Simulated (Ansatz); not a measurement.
# C₂H₇NO₂Si: up Jacob's ladder to CCSD(T)

An exercise on one series of results from a longer session: the logs are not shown, and one member is left open.

Computed with Ansatz 0.2.0, Gaussian basis. Level: functionals in def2-TZVPP, the program's frozen cores in correlated methods.

Levels to be run: PBE-D4, r2SCAN-D4, PBE0-D4, B3LYP-D4, ωB97X-V, ωB97M-V, B2PLYP; CCSD(T)/def2-TZVPP; MP2/def2-QZVPP; extrapolation to the limit.

### Structure used throughout

The geometry comes from an earlier relaxation with PBE0-D4 in a triple-zeta def2 set; it is a stationary point, not always the lowest conformer.

SMILES `CC(=N)O[SiH2]O`, 13 atoms, charge 0, spin multiplicity 1.

Atoms are counted from 1 here; the program's logs count them from 0.

Bond lengths: C1–C2 1.492 Å, C1–H7 1.089 Å, C1–H8 1.092 Å, C1–H9 1.092 Å, C2–N3 1.270 Å, C2–O4 1.338 Å, N3–H10 1.014 Å, O4–Si5 1.687 Å, Si5–O6 1.630 Å, Si5–H11 1.475 Å, Si5–H12 1.481 Å, O6–H13 0.965 Å. Angles: C2–C1–H7 111.6°, C2–C1–H8 109.6°, C2–C1–H9 109.5°, H7–C1–H8 109.5°, H7–C1–H9 109.5°, H8–C1–H9 107.1°, C1–C2–N3 128.1°, C1–C2–O4 112.7°, N3–C2–O4 119.2°, C2–N3–H10 111.8°, C2–O4–Si5 118.3°, O4–Si5–O6 112.6°, O4–Si5–H11 104.1°, O4–Si5–H12 106.7°, O6–Si5–H11 107.5°, O6–Si5–H12 113.5°, H11–Si5–H12 112.1°, Si5–O6–H13 110.2°.

As a file:

```xyz
13

C     0.0303   -1.1891    1.7138
C     0.1867   -0.2455    0.5687
N     1.0630    0.6600    0.4140
O    -0.7422   -0.4237   -0.3778
Si   -0.5851    0.4328   -1.8229
O    -0.5437    2.0464   -1.5941
H     0.7815   -1.0137    2.4820
H     0.1095   -2.2173    1.3543
H    -0.9661   -1.0748    2.1457
H     1.7170    0.6873    1.1880
H    -1.8231    0.1203   -2.5623
H     0.6191   -0.0973   -2.5033
H     0.1734    2.2798   -0.9913
```

The first run:

Input file in.yaml:

```yaml
crystal:
  periodic: [false, false, false]
  atoms:
    - {symbol: C, position_ang: [0.030331, -1.189088, 1.713771]}
    - {symbol: C, position_ang: [0.186666, -0.245476, 0.568722]}
    - {symbol: N, position_ang: [1.063040, 0.660042, 0.414041]}
    - {symbol: O, position_ang: [-0.742162, -0.423674, -0.377826]}
    - {symbol: Si, position_ang: [-0.585073, 0.432833, -1.822893]}
    - {symbol: O, position_ang: [-0.543669, 2.046370, -1.594068]}
    - {symbol: H, position_ang: [0.781515, -1.013687, 2.481965]}
    - {symbol: H, position_ang: [0.109462, -2.217319, 1.354264]}
    - {symbol: H, position_ang: [-0.966150, -1.074822, 2.145721]}
    - {symbol: H, position_ang: [1.717011, 0.687319, 1.187973]}
    - {symbol: H, position_ang: [-1.823052, 0.120277, -2.562281]}
    - {symbol: H, position_ang: [0.619076, -0.097312, -2.503272]}
    - {symbol: H, position_ang: [0.173406, 2.279834, -0.991318]}
basis:
  gaussian: {orbitals: def2-TZVPP}
hamiltonian: {xc: pbe, dispersion: d4}
output: {forces: true, orbitals: {seedname: orbitals}}
```

Launch:

```
> ansatz run in.yaml --threads 2 --pin off --events-out ev --progress --plain --max-ram 22528MiB --backend cuda --devices 0, --max-vram 18GiB
```

Steps of the session up to this table: PBE-D4 (GGA); r2SCAN-D4 (meta-GGA); PBE0-D4 (hybrid); B3LYP-D4 (hybrid); ωB97X-V (range-separated); ωB97M-V (range-separated); B2PLYP (double hybrid); CCSD(T) in def2-TZVPP; MP2 in def2-QZVPP.

One of the session's tables, all rows but one given; the rest of the session is left out.

| method | atomisation energy (kJ/mol) |
| --- | --- |
| PBE-D4 | 5268.9 |
| r2SCAN-D4 | 5163.5 |
| PBE0-D4 | 5148.3 |
| B3LYP-D4 | 5159.0 |
| ωB97X-V | 5176.5 |
| ωB97M-V | 5180.6 |
| B2PLYP | 5108.1 |
| HF/def2-TZVPP | 3645.8 |
| MP2/def2-TZVPP | ? |
| CCSD/def2-TZVPP | 4931.0 |
| CCSD(T)/def2-TZVPP | 5016.3 |
| MP2/CBS | 5272.6 |
| CCSD(T)/CBS | 5165.3 |

Estimate the missing values for MP2/def2-TZVPP.

As computed: atomisation energy (kJ/mol): 5123.6. In the column «atomisation energy (kJ/mol)» it lies between B2PLYP (5108.1) and PBE0-D4 (5148.3).
